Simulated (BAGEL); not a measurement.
**C2H7Ga (SMILES [CH3][GaH][CH3]) at RI-MP2/def2-SVP (density fitting with cc-pvqz-jkfit)**

Aim: the energy change on altering one bond length of C2H7Ga at RI-MP2/def2-SVP (density fitting with cc-pvqz-jkfit), from 2 runs. 

The calculation is run with BAGEL 1.2.2.

7 further runs of the same task are left out: 4 that didn't finish, 3 set aside as unsound or not needed.

### 1 The system as given

The species is C2H7Ga (10 atoms), meant as a singlet with charge 0. SMILES: `[CH3][GaH][CH3]`. The shape is that of a PBE0-D4/def2-TZVP optimisation.

Bond lengths: C1–Ga2 1.971 Å, Ga2–C3 1.971 Å, C1–H4 1.096 Å, C1–H5 1.091 Å, C1–H6 1.092 Å, Ga2–H7 1.579 Å, C3–H8 1.096 Å, C3–H9 1.091 Å, C3–H10 1.092 Å. Some angles: C1–Ga2–C3 120.1°, C1–Ga2–H7 120.0°, C3–Ga2–H7 119.9°, Ga2–C1–H4 109.0°, Ga2–C1–H5 112.5°, Ga2–C1–H6 111.5°, Ga2–C3–H8 109.0°, Ga2–C3–H9 112.5°, Ga2–C3–H10 111.5°, H4–C1–H5 107.5°.

### 2 The energy at RI-MP2/def2-SVP (density fitting with cc-pvqz-jkfit)

Contents of job.json:

```json
{ "bagel": [

{
  "title": "molecule",
  "basis": "svp",
  "df_basis": "cc-pvqz-jkfit",
  "angstrom": "true",
  "geometry": [
    { "atom": "C", "xyz": [      -1.063400,       1.142800,      -0.711800 ] },
    { "atom": "Ga", "xyz": [       0.649000,       0.266100,      -0.281300 ] },
    { "atom": "C", "xyz": [       0.681500,      -1.321500,       0.886900 ] },
    { "atom": "H", "xyz": [      -1.533700,       0.614200,      -1.548200 ] },
    { "atom": "H", "xyz": [      -0.935400,       2.183800,      -1.011500 ] },
    { "atom": "H", "xyz": [      -1.759700,       1.095200,       0.128600 ] },
    { "atom": "H", "xyz": [       1.997300,       0.836500,      -0.872600 ] },
    { "atom": "H", "xyz": [       0.687700,      -0.994000,       1.932300 ] },
    { "atom": "H", "xyz": [       1.569300,      -1.935900,       0.730500 ] },
    { "atom": "H", "xyz": [      -0.209600,      -1.938300,       0.750100 ] }
  ]
},

{ "title": "hf" },

{ "title": "mp2", "ncore": 11 }

]}
```

Started as:

```console
BAGEL_NUM_THREADS=1 BAGEL job.json > job.out
```

Output:

```text
* using 1 threads per process

  ===============================================================
  ===============================================================

  *** Geometry ***

  { "atom" : "C", "xyz" : [     -2.009535,      2.159579,     -1.345107 ] },
  { "atom" : "Ga", "xyz" : [      1.226432,      0.502856,     -0.531580 ] },
  { "atom" : "C", "xyz" : [      1.287848,     -2.497273,      1.675998 ] },
  { "atom" : "H", "xyz" : [     -2.898273,      1.160670,     -2.925674 ] },
  { "atom" : "H", "xyz" : [     -1.767650,      4.126784,     -1.911458 ] },
  { "atom" : "H", "xyz" : [     -3.325351,      2.069628,      0.243019 ] },
  { "atom" : "H", "xyz" : [      3.774350,      1.580756,     -1.648975 ] },
  { "atom" : "H", "xyz" : [      1.299565,     -1.878388,      3.651518 ] },
  { "atom" : "H", "xyz" : [      2.965547,     -3.658321,      1.380445 ] },
  { "atom" : "H", "xyz" : [     -0.396087,     -3.662856,      1.417484 ] },

  Number of auxiliary basis functions:      787

  Since a DF basis is specified, we compute 2- and 3-index integrals:
    o Being stored without compression. Storage requirement is 0.057 GB

  Number of basis functions:       95
  Number of electrons      :       50

    * METHOD: MOLECULE                             0.88

  *** RHF ***

  === Nuclear Repulsion ===
   182.3231572599

      * DIIS with orbital gradients will be used.

  === RHF iteration (svp) ===
      0      -2002.58881772          0.01535781           0.22
      1      -2002.71611260          0.00713632           0.22
      2      -2002.74336977          0.00118872           0.22
      3      -2002.74461372          0.00043851           0.20
      4      -2002.74471120          0.00006769           0.19
      5      -2002.74471683          0.00001639           0.17
      6      -2002.74471712          0.00000367           0.16
      7      -2002.74471714          0.00000080           0.16
      8      -2002.74471714          0.00000038           0.16
      9      -2002.74471714          0.00000010           0.17
     10      -2002.74471714          0.00000003           0.16
     11      -2002.74471714          0.00000002           0.16
     12      -2002.74471714          0.00000001           0.16
    * SCF iteration converged.

    * Permanent dipole moment:
           (    0.193517,     0.081830,    -0.084822) a.u.

    * METHOD: HF                                   2.82

  *** RHF ***

  === Nuclear Repulsion ===
   182.3231572599

      * DIIS with orbital gradients will be used.

  === RHF iteration (svp) ===
      0      -2002.74471714          0.00000000           0.16
    * SCF iteration converged.

    * Permanent dipole moment:
           (    0.193517,     0.081830,    -0.084822) a.u.

  === DF-MP2 calculation ===

    * freezing 11 orbitals
    * 3-index integral transformation done
    * assembly done

      MP2 correlation energy:   -0.5145315337      0.10

      MP2 total energy:       -2003.2592486707

    * METHOD: MP2                                  0.48

  ===============================================================
```

It took 4.5 s on 1 thread of Intel Xeon Platinum 8488C (Sapphire Rapids), shared host; peak memory 0.2 GiB.

### 3 The distorted shape at the same level

Contents of input.json:

```json
{ "bagel" : [

{
  "title" : "molecule",
  "basis" : "svp",
  "df_basis" : "cc-pvqz-jkfit",
  "angstrom" : true,
  "geometry" : [
    { "atom" : "C", "xyz" : [   -0.828242,    1.407109,   -0.293585 ] },
    { "atom" : "Ga", "xyz" : [    0.884158,    0.530409,    0.136915 ] },
    { "atom" : "C", "xyz" : [    0.916658,   -1.057191,    1.305115 ] },
    { "atom" : "H", "xyz" : [   -1.533700,    0.614200,   -1.548200 ] },
    { "atom" : "H", "xyz" : [   -0.700242,    2.448109,   -0.593285 ] },
    { "atom" : "H", "xyz" : [   -1.524542,    1.359509,    0.546815 ] },
    { "atom" : "H", "xyz" : [    2.232458,    1.100809,   -0.454385 ] },
    { "atom" : "H", "xyz" : [    0.922858,   -0.729691,    2.350515 ] },
    { "atom" : "H", "xyz" : [    1.804458,   -1.671591,    1.148715 ] },
    { "atom" : "H", "xyz" : [    0.025558,   -1.673991,    1.168315 ] }
  ]
},
{
  "title" : "hf"
},
{
  "title" : "mp2",
  "ncore" : 11
}

]}
```

Started as:

```console
BAGEL_NUM_THREADS=1 BAGEL input.json > input.out
```

Output:

```text
* using 1 threads per process

  ===============================================================
  ===============================================================

  *** Geometry ***

  { "atom" : "C", "xyz" : [     -1.565151,      2.659051,     -0.554795 ] },
  { "atom" : "Ga", "xyz" : [      1.670816,      1.002328,      0.258732 ] },
  { "atom" : "C", "xyz" : [      1.732233,     -1.997801,      2.466310 ] },
  { "atom" : "H", "xyz" : [     -2.898273,      1.160670,     -2.925674 ] },
  { "atom" : "H", "xyz" : [     -1.323266,      4.626256,     -1.121146 ] },
  { "atom" : "H", "xyz" : [     -2.880967,      2.569100,      1.033331 ] },
  { "atom" : "H", "xyz" : [      4.218734,      2.080228,     -0.858663 ] },
  { "atom" : "H", "xyz" : [      1.743949,     -1.378916,      4.441830 ] },
  { "atom" : "H", "xyz" : [      3.409931,     -3.158849,      2.170757 ] },
  { "atom" : "H", "xyz" : [      0.048298,     -3.163385,      2.207795 ] },

  Number of auxiliary basis functions:      787

  Since a DF basis is specified, we compute 2- and 3-index integrals:
    o Being stored without compression. Storage requirement is 0.057 GB

  Number of basis functions:       95
  Number of electrons      :       50

    * METHOD: MOLECULE                             0.89

  *** RHF ***

  === Nuclear Repulsion ===
   180.2610891645

      * DIIS with orbital gradients will be used.

  === RHF iteration (svp) ===
      0      -2002.50727427          0.01488855           0.18
      1      -2002.63146005          0.00749417           0.18
      2      -2002.66274506          0.00125310           0.20
      3      -2002.66438156          0.00041309           0.21
      4      -2002.66448719          0.00008847           0.17
      5      -2002.66449849          0.00003044           0.17
      6      -2002.66449949          0.00001356           0.18
      7      -2002.66449970          0.00000297           0.21
      8      -2002.66449971          0.00000097           0.23
      9      -2002.66449971          0.00000034           0.24
     10      -2002.66449971          0.00000012           0.23
     11      -2002.66449971          0.00000005           0.23
     12      -2002.66449971          0.00000002           0.23
     13      -2002.66449971          0.00000001           0.23
    * SCF iteration converged.

    * Permanent dipole moment:
           (    0.044288,    -0.044421,    -0.320258) a.u.

    * METHOD: HF                                   3.29

  *** RHF ***

  === Nuclear Repulsion ===
   180.2610891645

      * DIIS with orbital gradients will be used.

  === RHF iteration (svp) ===
      0      -2002.66449971          0.00000000           0.23
    * SCF iteration converged.

    * Permanent dipole moment:
           (    0.044289,    -0.044421,    -0.320258) a.u.

  === DF-MP2 calculation ===

    * freezing 11 orbitals
    * 3-index integral transformation done
    * assembly done

      MP2 correlation energy:   -0.5185394603      0.15

      MP2 total energy:       -2003.1830391746

    * METHOD: MP2                                  0.64

  ===============================================================
```

It took 5.4 s on 1 thread of Intel Xeon Platinum 8488C (Sapphire Rapids), shared host; peak memory 0.2 GiB.

### 4 What came out

At RI-MP2/def2-SVP (density fitting with cc-pvqz-jkfit), 11 core orbitals frozen:

```
                                                         quantity           value
                                        first shape: total energy  -2003.25925 Eh
        first shape: correlation energy (11 core orbitals frozen)      -514.5 mEh
                                    distorted shape: total energy  -2003.18304 Eh
    distorted shape: correlation energy (11 core orbitals frozen)      -518.5 mEh
energy change with the C1–H4 bond stretched from 1.096 to 1.643 Å        2.074 eV
```

**Reading.** One bond (distorted shape) is far stretched, which a spin-restricted single reference describes badly; perturbation theory on it can break down and give far too much correlation. With the C1–H4 bond stretched from 1.096 to 1.643 Å the energy rises by 2.07 eV (48 kcal/mol). The first shape isn't relaxed at this level, so the change isn't measured from a minimum. A restricted reference can't describe the breaking bond well at this length.
